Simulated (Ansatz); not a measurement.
# SnPb3Se4: what a guessed cell relaxes into

Aim: relax a trial structure of SnPb3Se4 and see where it ends.

Program: Ansatz 0.2.0. Level of theory: DFT PBE, scalar-relativistic, plane waves, PAW. These are calculated values, not measurements.

### Step 1. The structure to begin with

Symmetry: I4/mmm, No. 139, tetragonal system. Conventional cell: a = 6.163 Å, b = 6.163 Å, c = 12.326 Å, α = 90.00°, β = 90.00°, γ = 90.00°. Around Sn (site symmetry 4/mmm) lie 6 Se at 3.08 Å. Pb (site symmetry 4/mmm) has 6 Se at 3.08 Å as nearest neighbours. Pb (site symmetry -4m2) has 6 Se at 3.08 Å as nearest neighbours. Se (site symmetry 4mm) is surrounded by 1 Sn at 3.08 Å and 5 Pb at 3.08 Å. Se (site symmetry mmm) has 4 Pb at 3.08 Å and 2 Sn at 3.08 Å as nearest neighbours.

Coordinates:

```
Sn Pb Se
1.0
    -3.08143    3.08143    6.16286
     3.08143   -3.08143    6.16286
     3.08143    3.08143   -6.16286
Sn Pb Se
1 3 4
Direct
  0.50000 0.50000 0.00000
  0.00000 0.00000 0.00000
  0.75000 0.25000 0.50000
  0.25000 0.75000 0.50000
  0.25000 0.25000 0.00000
  0.00000 0.50000 0.50000
  0.75000 0.75000 0.00000
  0.50000 0.00000 0.50000
```

The start is an ordering of an alloy on its end members' structure types: elements ordered on the sites of the PbSe type, Pb/Sn on Pb (I4/mmm, No. 139).

### Step 2. A first look at the guess

Input file input.yaml:

```yaml
crystal:
  lattice:
    - [-3.08142914, 3.08142914, 6.16285827]
    - [3.08142914, -3.08142914, 6.16285827]
    - [3.08142914, 3.08142914, -6.16285827]
  atoms:
    - { symbol: Sn, position: [0.5, 0.5, 0.0] }
    - { symbol: Pb, position: [0.0, 0.0, 0.0] }
    - { symbol: Pb, position: [0.75, 0.25, 0.5] }
    - { symbol: Pb, position: [0.25, 0.75, 0.5] }
    - { symbol: Se, position: [0.25, 0.25, 0.0] }
    - { symbol: Se, position: [0.0, 0.5, 0.5] }
    - { symbol: Se, position: [0.75, 0.75, 0.0] }
    - { symbol: Se, position: [0.5, 0.0, 0.5] }
basis:
  ecutwfc: 420
kpoints:
  mp_grid: { grid: [4, 4, 4] }
hamiltonian:
  xc: pbe
scf:
  occupations: { method: gaussian, width: 0.1 }
  lower_state_search: "off"
output:
  forces: true
  stress: true
  eigenvalues: true
```

On the command line:

```sh
ansatz run input.yaml --threads 1 --pin off --max-ram 2560MiB --backend cpu --events-out ev --progress --plain --runs-dir out
```

What it wrote (excerpt; [...] marks lines left out):

```text
[...]
SCF converged after 7 iterations
Free energy (F): -63623.939705 eV
[...]
E sigma→0 (E₀):  -63623.937382 eV
Entropy (-TS):   -0.004646 eV (-0.581 meV/atom)
Fermi energy:    8.787931 eV
[...]
--- Forces (eV/Å), atoms counted from 1 ---
  atom   1  Sn     0.00000000     0.00000000     0.00000000
  atom   2  Pb    -0.00000000     0.00000000    -0.00000000
  atom   3  Pb     0.00000000    -0.00000000     0.00000000
  atom   4  Pb    -0.00000000     0.00000000     0.00000000
  atom   5  Se     0.00000000    -0.00000000     0.19226835
  atom   6  Se     0.00000000     0.00000000     0.00000000
  atom   7  Se     0.00000000    -0.00000000    -0.19226835
  atom   8  Se     0.00000000     0.00000000    -0.00000000
[...]
--- Stress (GPa, compression-positive) ---
        0.591208       0.000000       0.000000
        0.000000       0.591208      -0.000000
        0.000000       0.000000       0.121204
  P = ⅓ Tr σ = 0.4345 GPa (4.345 kbar)
--- Band table (eV; the first three rows and the last of 13) ---
[...]
```

It took 31 s on 1 thread of Intel Xeon at 2.50GHz (Skylake/Cascade Lake), shared host; peak memory 0.63 GiB.

From the probe: pressure 0.4 GPa, largest force 0.19 eV/Å, gap on this mesh none (metal). The coarse relaxation is skipped.

### Step 3. Relaxation on the finer mesh

input.yaml: that of step 2 with these lines changed.

```diff
@@ -17,3 +17,3 @@
 kpoints:
-  mp_grid: { grid: [4, 4, 4] }
+  mp_grid: { grid: [10, 10, 10] }
 hamiltonian:
@@ -22,3 +22,2 @@
   occupations: { method: gaussian, width: 0.1 }
-  lower_state_search: "off"
 output:
@@ -27 +26,6 @@
   eigenvalues: true
+relax:
+  adjacent_minimum: "off"
+  f_tol: 0.01
+  max_steps: 80
+  cell: { stress_tol: 0.05 }
```

On the command line:

```sh
ansatz run input.yaml --threads 1 --pin off --max-ram 2560MiB --backend cpu --events-out ev --progress --plain --runs-dir out
```

What it wrote (excerpt; [...] marks lines left out):

```text
Warning: RAYON_NUM_THREADS=1 ignored (pool sized by the plan → 1); use --threads N
[...]
Pseudopotentials: kind: paw
Pseudopotential: Sn, paw, valence charge 14, recommended cutoff 420 eV (normal), Sn.paw.azcp
Pseudopotential: Pb, paw, valence charge 14, recommended cutoff 420 eV (normal), Pb.paw.azcp
Pseudopotential: Se, paw, valence charge 16, recommended cutoff 420 eV (normal), Se.paw.azcp
Functional definition: PBE
[...]
Crystal: 8 atoms, lattice volume = 234.070 Å³
Basis set: ecut = 420 eV, 4589 PW (Γ), exchange–correlation on 108×108×108 points (8 copies of the dense FFT grid, shifted against one another)
Bands: 72, of which v1, the nominal top of the filled ones, is band 60 counted from 1 (59 counted from 0)
Symmetry: 16 space group operations
Space group: I4/mmm (ITA 139), of the structure as read, at distance tolerance 6.2e-5 Å
k-points: 102 of 1000
[...]
--- Relaxed structure (3 steps of the walk, 3 accepted, 1 SCFs on fresh bases) ---
  F+E_penalty+E_count = -63623.99625417 eV   max|allowed force component| = 4.416e-3 eV/Å   (the final SCF, on the basis selected at the relaxed cell)
  cell:  # Å, volume = 236.2145 Å³
    - [-3.090891841065615, 3.090891841065615, 6.1812884775438475]
    - [3.090891841065615, -3.090891841065615, 6.1812884775438475]
    - [3.090891841065615, 3.090891841065615, -6.1812884775438475]
  atoms:
    - { symbol: Sn, position: [0.5, 0.5, 6.543951865008074e-35] }
    - { symbol: Pb, position: [-2.1111025923083665e-19, -2.1111025923083677e-19, -1.2780147158490417e-34] }
    - { symbol: Pb, position: [0.75, 0.25000000000000006, 0.5] }
    - { symbol: Pb, position: [0.25000000000000006, 0.75, 0.5] }
    - { symbol: Se, position: [0.2538994051503817, 0.2538994051503817, 3.0603992501582566e-36] }
    - { symbol: Se, position: [-2.1111025923083665e-19, 0.5, 0.5] }
    - { symbol: Se, position: [0.7461005948496184, 0.7461005948496184, 3.0603992501582566e-36] }
    - { symbol: Se, position: [0.5, -2.111102592308368e-19, 0.5] }
```

Wall time 15 min (1 thread of Intel Xeon at 2.50GHz (Skylake/Cascade Lake), shared host); peak memory 1.4 GiB.

Step by step:

| step | energy from step 1 (eV/cell) | largest force component (eV/Å) | pressure (GPa) | volume (Å³) |
| --- | --- | --- | --- | --- |
| 1 | 0.0000 | 0.1753 | 0.46 | 234.07 |
| 2 | -0.0091 | 0.0383 | -0.29 | 237.70 |
| 3 | -0.0110 | 0.0044 | 0.00 | 236.21 |
| 4 | -0.0112 | 0.0044 | 0.00 | 236.21 |

Step 1 is the start. Step 4 repeats the geometry before it on a plane-wave basis chosen anew for that cell, so its energy need not be comparable with the rows above.

Lengths and angles in the start's conventional setting:

|  | before | after | change |
| --- | --- | --- | --- |
| a (Å) | 6.163 | 6.182 | +0.3 % |
| b (Å) | 6.163 | 6.182 | +0.3 % |
| c (Å) | 12.326 | 12.363 | +0.3 % |
| volume (Å³/atom) | 29.26 | 29.53 | +0.9 % |
| shortest distance (Å) | 3.081 | 3.042 | -1.3 % |
| space group (0.01 Å) | I4/mmm | I4/mmm | same |

Forces and stress were held to the start's 16 operations: a distortion of lower symmetry was not tested.

### Step 4. Outcome

| quantity | value |
| --- | --- |
| symmetry at the end (tolerance 0.05 Å) | space group I4/mmm (No. 139) |
| conventional cell | a = 6.182 Å, b = 6.182 Å, c = 12.363 Å, α = 90.00°, β = 90.00°, γ = 90.00° |
| volume | 29.53 Å³/atom |
| energy over the elements, grey Sn | -0.53 eV/atom |
| gap on the mesh | none (metal) |

The space group I4/mmm (No. 139) is kept, and the volume per atom grows by 0.9 % from the first guess. A negative formation energy is needed for stability but isn't enough; other structures and compounds were not set against it here. No finished test with a distortion of lower symmetry is shown, so the end may be a saddle point. The runs treat Pb without spin-orbit coupling.

Counted by bands, a gap of 0.02 to 0.03 eV stays open on the mesh in 2 runs that read as metallic: the smearing reaches across it.
